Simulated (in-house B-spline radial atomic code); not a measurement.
# Si⁺: a fraction of an electron removed from 2p

How does the B3LYP energy of Si⁺ change when part of an electron is removed from 2p?

Method: scalar-relativistic (spin-free one-electron X2C) B3LYP, spin-polarised, spherical fractional occupations, Fermi nucleus, basis-set limit. Code: in-house B-spline radial atomic code version 1.

## (1) Starting point

| Property | Result |
| --- | --- |
| element | silicon (Z = 14) |
| charge | +1 |
| electrons | 13 |
| configuration | [Ne] 3s2 3p1 |
| Hamiltonian | scalar-relativistic (X2C) |
| nucleus | Fermi, rms radius 3.122 fm |

Outer shells as boxes (Hund's rule):

[Ne] 3s2 3p1
```
[Ne] core
3s [↑↓]
3p [↑ ][  ][  ]
```

Where spins are not typed, each open shell is filled with up spins first.

## (2) The start, at fraction 0

Settings, as recorded:

```ini
Z = 14
electrons = 13.0
configuration = [Ne] 3s2 3p1
hamiltonian = x2c
method = b3lyp
spin_polarised = True
nucleus = fermi
rms_radius = 3.1224
mass_number = 28
atomic_mass = 27.97692653442
speed_of_light = 137.035999084
```

Results of the run (chosen fields of its result record, rounded):

```text
status: converged
scf [iteration, energy, orbital gradient]:
  - [1, -289.090514883, 0.212]
  - [2, -289.570122191, 0.0781]
  - [3, -289.68222362, 0.0183]
  - [4, -289.689877378, 0.00392]
  - [5, -289.69031866, 0.00251]
  - [6, -289.690443465, 7.94e-05]
  - [7, -289.690443623, 1.15e-05]
  - [8, -289.690443627, 4.68e-07]
  - [9, -289.690443627, 3.04e-08]
energy [hartree]: {"total": -289.690443627, "kinetic": 290.432366965, "nuclear": -687.174372386, "coulomb": 127.656552885, "exact_exchange": -3.99519635919, "xc": -16.6097947325}
orbitals [hartree, bohr; first row names the columns]:
  - ["name", "occ", "eps", "<r>", "<r^2>", "<1/r>", "r_max"]
  - ["1s up", 1.0, -66.670147, 0.1111, 0.016636, 13.696, 0.072457]
  - ["1s down", 1.0, -66.666036, 0.1111, 0.016634, 13.696, 0.072455]
  - ["2s up", 1.0, -5.6973865, 0.56672, 0.38381, 2.5911, 0.45391]
  - ["2s down", 1.0, -5.6931243, 0.56672, 0.3837, 2.5905, 0.45403]
  - ["2p up", 3.0, -4.0302672, 0.5367, 0.36337, 2.4634, 0.38736]
  - ["2p down", 3.0, -4.0237736, 0.53684, 0.36344, 2.4624, 0.3876]
  - ["3s up", 1.0, -0.75711217, 2.0516, 4.8537, 0.66031, 1.7384]
  - ["3s down", 1.0, -0.71550481, 2.0575, 4.898, 0.66114, 1.7286]
  - ["3p up", 1.0, -0.43393761, 2.4777, 7.194, 0.53791, 2.0323]
sum_r [bohr^k]: {"-1": 49.21055, "1": 11.16304, "2": 19.92679}
```

Run time: 0.21 s. Hardware: 1 thread, shared host.

## (3) 0.04 electron removed from 2p

Settings: those of step 2 with these lines changed.

```diff
@@ -1,4 +1,4 @@
 Z = 14
-electrons = 13.0
-configuration = [Ne] 3s2 3p1
+electrons = 12.96
+configuration = [He] 2s2 2p5.96 3s2 3p1
 hamiltonian = x2c
```

From the record:

```text
status: converged
iterations: 9
energy [hartree]: {"total": -289.52870572, "kinetic": 290.272211042, "nuclear": -686.353208578, "coulomb": 127.106754801, "exact_exchange": -3.98034846337, "xc": -16.5741145209}
orbitals [hartree, bohr; first row names the columns]:
  - ["name", "occ", "eps", "<r>"]
  - ["1s up", 1.0, -66.731464, 0.1111]
  - ["1s down", 1.0, -66.724519, 0.11109]
  - ["2s up", 1.0, -5.7443771, 0.56603]
  - ["2s down", 1.0, -5.7340207, 0.56617]
  - ["2p up", 3.0, -4.0789495, 0.53558]
  - ["2p down", 2.96, -4.0631509, 0.53603]
  - ["3s up", 1.0, -0.77595275, 2.0396]
  - ["3s down", 1.0, -0.73349548, 2.0462]
  - ["3p up", 1.0, -0.45004032, 2.4536]
sum_r [bohr^k]: {"-1": 49.15193, "1": 11.08709, "2": 19.64335}
energy_minus_base [hartree]: 0.161737908
```

Run time: 0.14 s. Hardware: 1 thread, shared host.

energy_minus_base is the energy less that of the reference run.

## (4) 0.21 electron removed from 2p

Settings: those of step 3 with these lines changed.

```diff
@@ -1,4 +1,4 @@
 Z = 14
-electrons = 12.96
-configuration = [He] 2s2 2p5.96 3s2 3p1
+electrons = 12.79
+configuration = [He] 2s2 2p5.79 3s2 3p1
 hamiltonian = x2c
```

From the record:

```text
status: converged
iterations: 9
energy [hartree]: {"total": -288.823613646, "kinetic": 289.573970106, "nuclear": -682.815553969, "coulomb": 124.758760361, "exact_exchange": -3.91891243221, "xc": -16.4218777117}
orbitals [hartree, bohr; first row names the columns]:
  - ["name", "occ", "eps", "<r>"]
  - ["1s up", 1.0, -66.995503, 0.1111]
  - ["1s down", 1.0, -66.976326, 0.11107]
  - ["2s up", 1.0, -5.9464235, 0.56311]
  - ["2s down", 1.0, -5.909822, 0.56387]
  - ["2p up", 3.0, -4.2885015, 0.53091]
  - ["2p down", 2.79, -4.2326123, 0.53262]
  - ["3s up", 1.0, -0.85774695, 1.9905]
  - ["3s down", 1.0, -0.81163291, 2.0]
  - ["3p up", 1.0, -0.52055513, 2.3583]
sum_r [bohr^k]: {"-1": 48.89937, "1": 10.77669, "2": 18.52716}
energy_minus_base [hartree]: 0.866829981
```

Run time: 0.16 s. Hardware: 1 thread, shared host.

## (5) 0.34 electron removed from 2p

Settings: those of step 4 with these lines changed.

```diff
@@ -1,4 +1,4 @@
 Z = 14
-electrons = 12.79
-configuration = [He] 2s2 2p5.79 3s2 3p1
+electrons = 12.66
+configuration = [He] 2s2 2p5.66 3s2 3p1
 hamiltonian = x2c
```

From the record:

```text
status: converged
iterations: 9
energy [hartree]: {"total": -288.264826137, "kinetic": 289.020561725, "nuclear": -680.058888286, "coulomb": 122.952187475, "exact_exchange": -3.87379279874, "xc": -16.3048942514}
orbitals [hartree, bohr; first row names the columns]:
  - ["name", "occ", "eps", "<r>"]
  - ["1s up", 1.0, -67.20112, 0.1111]
  - ["1s down", 1.0, -67.172381, 0.11106]
  - ["2s up", 1.0, -6.103421, 0.5609]
  - ["2s down", 1.0, -6.046364, 0.56212]
  - ["2p up", 3.0, -4.4515852, 0.52742]
  - ["2p down", 2.66, -4.3644339, 0.53004]
  - ["3s up", 1.0, -0.922129, 1.9552]
  - ["3s down", 1.0, -0.87316513, 1.9668]
  - ["3p up", 1.0, -0.57669503, 2.2922]
sum_r [bohr^k]: {"-1": 48.70257, "1": 10.55156, "2": 17.75797}
energy_minus_base [hartree]: 1.42561749
```

Wall time 0.15 s (1 thread, shared host).

## (6) 0.39 electron removed from 2p

Settings: those of step 5 with these lines changed.

```diff
@@ -1,4 +1,4 @@
 Z = 14
-electrons = 12.66
-configuration = [He] 2s2 2p5.66 3s2 3p1
+electrons = 12.61
+configuration = [He] 2s2 2p5.61 3s2 3p1
 hamiltonian = x2c
```

From the record:

```text
status: converged
iterations: 9
energy [hartree]: {"total": -288.045325575, "kinetic": 288.803162482, "nuclear": -678.986926914, "coulomb": 122.255106004, "exact_exchange": -3.85687773178, "xc": -16.2597894152}
orbitals [hartree, bohr; first row names the columns]:
  - ["name", "occ", "eps", "<r>"]
  - ["1s up", 1.0, -67.281046, 0.1111]
  - ["1s down", 1.0, -67.24858, 0.11105]
  - ["2s up", 1.0, -6.1643662, 0.56006]
  - ["2s down", 1.0, -6.0993506, 0.56145]
  - ["2p up", 3.0, -4.5149515, 0.5261]
  - ["2p down", 2.61, -4.4156345, 0.52906]
  - ["3s up", 1.0, -0.94730409, 1.9421]
  - ["3s down", 1.0, -0.89723077, 1.9544]
  - ["3p up", 1.0, -0.59878711, 2.2681]
sum_r [bohr^k]: {"-1": 48.62604, "1": 10.46753, "2": 17.47914}
energy_minus_base [hartree]: 1.64511805
```

Wall time 0.14 s (1 thread, shared host).

## (7) 0.5 electron removed from 2p

Settings: those of step 6 with these lines changed.

```diff
@@ -1,4 +1,4 @@
 Z = 14
-electrons = 12.61
-configuration = [He] 2s2 2p5.61 3s2 3p1
+electrons = 12.5
+configuration = [He] 2s2 2p5.5 3s2 3p1
 hamiltonian = x2c
```

From the record:

```text
status: converged
iterations: 9
energy [hartree]: {"total": -287.553369997, "kinetic": 288.315892941, "nuclear": -676.605950176, "coulomb": 120.717597199, "exact_exchange": -3.82053711023, "xc": -16.1603728519}
orbitals [hartree, bohr; first row names the columns]:
  - ["name", "occ", "eps", "<r>"]
  - ["1s up", 1.0, -67.458514, 0.1111]
  - ["1s down", 1.0, -67.417752, 0.11104]
  - ["2s up", 1.0, -6.2995238, 0.55821]
  - ["2s down", 1.0, -6.2168176, 0.55999]
  - ["2p up", 3.0, -4.6555933, 0.52323]
  - ["2p down", 2.5, -4.5292298, 0.52692]
  - ["3s up", 1.0, -1.0034812, 1.9142]
  - ["3s down", 1.0, -0.95093954, 1.9281]
  - ["3p up", 1.0, -0.64834976, 2.2177]
sum_r [bohr^k]: {"-1": 48.45606, "1": 10.28728, "2": 16.89565}
energy_minus_base [hartree]: 2.13707363
```

Run time: 0.14 s. Hardware: 1 thread, shared host.

## (8) 0.58 electron removed from 2p

Settings: those of step 7 with these lines changed.

```diff
@@ -1,4 +1,4 @@
 Z = 14
-electrons = 12.5
-configuration = [He] 2s2 2p5.5 3s2 3p1
+electrons = 12.42
+configuration = [He] 2s2 2p5.42 3s2 3p1
 hamiltonian = x2c
```

From the record:

```text
status: converged
iterations: 9
energy [hartree]: {"total": -287.187699145, "kinetic": 287.953685299, "nuclear": -674.854912317, "coulomb": 119.596331263, "exact_exchange": -3.79487156887, "xc": -16.0879318211}
orbitals [hartree, bohr; first row names the columns]:
  - ["name", "occ", "eps", "<r>"]
  - ["1s up", 1.0, -67.588978, 0.1111]
  - ["1s down", 1.0, -67.542097, 0.11103]
  - ["2s up", 1.0, -6.3987381, 0.55687]
  - ["2s down", 1.0, -6.3030064, 0.55893]
  - ["2p up", 3.0, -4.7589324, 0.52117]
  - ["2p down", 2.42, -4.6126527, 0.52538]
  - ["3s up", 1.0, -1.0450109, 1.8947]
  - ["3s down", 1.0, -0.99064936, 1.9095]
  - ["3p up", 1.0, -0.6852128, 2.1829]
sum_r [bohr^k]: {"-1": 48.33105, "1": 10.15994, "2": 16.4951}
energy_minus_base [hartree]: 2.50274448
```

It took 0.17 s on 1 thread, shared host.

## (9) 0.65 electron removed from 2p

Settings: those of step 8 with these lines changed.

```diff
@@ -1,4 +1,4 @@
 Z = 14
-electrons = 12.42
-configuration = [He] 2s2 2p5.42 3s2 3p1
+electrons = 12.35
+configuration = [He] 2s2 2p5.35 3s2 3p1
 hamiltonian = x2c
```

From the record:

```text
status: converged
iterations: 9
energy [hartree]: {"total": -286.862242432, "kinetic": 287.631297523, "nuclear": -673.309448592, "coulomb": 118.613325773, "exact_exchange": -3.77294976119, "xc": -16.0244673741}
orbitals [hartree, bohr; first row names the columns]:
  - ["name", "occ", "eps", "<r>"]
  - ["1s up", 1.0, -67.70409, 0.1111]
  - ["1s down", 1.0, -67.651794, 0.11102]
  - ["2s up", 1.0, -6.486175, 0.55571]
  - ["2s down", 1.0, -6.3789338, 0.558]
  - ["2p up", 3.0, -4.850073, 0.51939]
  - ["2p down", 2.35, -4.6861944, 0.52404]
  - ["3s up", 1.0, -1.0818076, 1.8781]
  - ["3s down", 1.0, -1.0258359, 1.8937]
  - ["3p up", 1.0, -0.71802432, 2.1537]
sum_r [bohr^k]: {"-1": 48.22072, "1": 10.05095, "2": 16.15969}
energy_minus_base [hartree]: 2.8282012
```

It took 0.16 s on 1 thread, shared host.

## (10) 0.85 electron removed from 2p

Settings: those of step 9 with these lines changed.

```diff
@@ -1,4 +1,4 @@
 Z = 14
-electrons = 12.35
-configuration = [He] 2s2 2p5.35 3s2 3p1
+electrons = 12.15
+configuration = [He] 2s2 2p5.15 3s2 3p1
 hamiltonian = x2c
```

From the record:

```text
status: converged
iterations: 9
energy [hartree]: {"total": -285.903784762, "kinetic": 286.681809244, "nuclear": -668.826098277, "coulomb": 115.796481041, "exact_exchange": -3.71312354393, "xc": -15.8428532257}
orbitals [hartree, bohr; first row names the columns]:
  - ["name", "occ", "eps", "<r>"]
  - ["1s up", 1.0, -68.037846, 0.1111]
  - ["1s down", 1.0, -67.969761, 0.11099]
  - ["2s up", 1.0, -6.7391443, 0.55241]
  - ["2s down", 1.0, -6.598428, 0.55538]
  - ["2p up", 3.0, -5.1141116, 0.5144]
  - ["2p down", 2.15, -4.8990484, 0.52026]
  - ["3s up", 1.0, -1.1892505, 1.8328]
  - ["3s down", 1.0, -1.128583, 1.8507]
  - ["3p up", 1.0, -0.81457995, 2.0759]
sum_r [bohr^k]: {"-1": 47.90065, "1": 9.751062, "2": 15.27077}
energy_minus_base [hartree]: 3.78665886
```

It took 0.12 s on 1 thread, shared host.

## (11) 0.9 electron removed from 2p

Settings: those of step 10 with these lines changed.

```diff
@@ -1,4 +1,4 @@
 Z = 14
-electrons = 12.15
-configuration = [He] 2s2 2p5.15 3s2 3p1
+electrons = 12.1
+configuration = [He] 2s2 2p5.1 3s2 3p1
 hamiltonian = x2c
```

From the record:

```text
status: converged
iterations: 9
energy [hartree]: {"total": -285.657487604, "kinetic": 286.437802172, "nuclear": -667.689717957, "coulomb": 115.090664387, "exact_exchange": -3.69882808675, "xc": -15.7974081199}
orbitals [hartree, bohr; first row names the columns]:
  - ["name", "occ", "eps", "<r>"]
  - ["1s up", 1.0, -68.1224, 0.1111]
  - ["1s down", 1.0, -68.050293, 0.11098]
  - ["2s up", 1.0, -6.8031032, 0.55159]
  - ["2s down", 1.0, -6.6538784, 0.55472]
  - ["2p up", 3.0, -5.180951, 0.51317]
  - ["2p down", 2.1, -4.9528794, 0.51933]
  - ["3s up", 1.0, -1.2166367, 1.822]
  - ["3s down", 1.0, -1.1547723, 1.8404]
  - ["3p up", 1.0, -0.83935832, 2.0577]
sum_r [bohr^k]: {"-1": 47.81952, "1": 9.67857, "2": 15.0631}
energy_minus_base [hartree]: 4.03295602
```

Run time: 0.12 s. Hardware: 1 thread, shared host.

## (12) 1 electron removed from 2p

Settings: those of step 11 with these lines changed.

```diff
@@ -1,4 +1,4 @@
 Z = 14
-electrons = 12.1
-configuration = [He] 2s2 2p5.1 3s2 3p1
+electrons = 12.0
+configuration = [He] 2s2 2p5 3s2 3p1
 hamiltonian = x2c
```

From the record:

```text
status: converged
iterations: 9
energy [hartree]: {"total": -285.156788485, "kinetic": 285.941741754, "nuclear": -665.39847463, "coulomb": 113.677490439, "exact_exchange": -3.67104508066, "xc": -15.706500967}
orbitals [hartree, bohr; first row names the columns]:
  - ["name", "occ", "eps", "<r>"]
  - ["1s up", 1.0, -68.292832, 0.1111]
  - ["1s down", 1.0, -68.212589, 0.11097]
  - ["2s up", 1.0, -6.9318654, 0.54996]
  - ["2s down", 1.0, -6.7654518, 0.55342]
  - ["2p up", 3.0, -5.3156104, 0.51075]
  - ["2p down", 2.0, -5.0612625, 0.51748]
  - ["3s up", 1.0, -1.2720282, 1.8009]
  - ["3s down", 1.0, -1.2077418, 1.8203]
  - ["3p up", 1.0, -0.88966937, 2.0225]
sum_r [bohr^k]: {"-1": 47.65594, "1": 9.536344, "2": 14.66351}
energy_minus_base [hartree]: 4.53365514
```

It took 0.12 s on 1 thread, shared host.

## (13) The energy along the path

| fraction | energy change (eV) | less the straight line (eV) | level 2p down (eV) | sum of <r²> (bohr²) |
| --- | --- | --- | --- | --- |
| 0 | 0.0000 | 0.0000 | -109.49 | 19.927 |
| 0.04 | 4.4011 | -0.5336 | -110.56 | 19.643 |
| 0.21 | 23.5876 | -2.3194 | -115.18 | 18.527 |
| 0.34 | 38.7930 | -3.1518 | -118.76 | 17.758 |
| 0.39 | 44.7659 | -3.3472 | -120.16 | 17.479 |
| 0.5 | 58.1527 | -3.5308 | -123.25 | 16.896 |
| 0.58 | 68.1031 | -3.4497 | -125.52 | 16.495 |
| 0.65 | 76.9593 | -3.2293 | -127.52 | 16.160 |
| 0.85 | 103.0402 | -1.8217 | -133.31 | 15.271 |
| 0.9 | 109.7423 | -1.2880 | -134.77 | 15.063 |
| 1 | 123.3670 | 0.0000 | -137.72 | 14.664 |

From fraction 0 to 1 the energy changes by 123.367 eV. It sags under the straight line by up to 3.53 eV (at 0.5). Slater's transition state, the slope from the orbital energy at fraction 0.5 (Janak's theorem), gives 123.247 eV for the whole step. Here exact exchange is taken at spherical fractional occupations, which leaves self-interaction in open p, d and f shells; that spoils the energies somewhat, at whole numbers too.
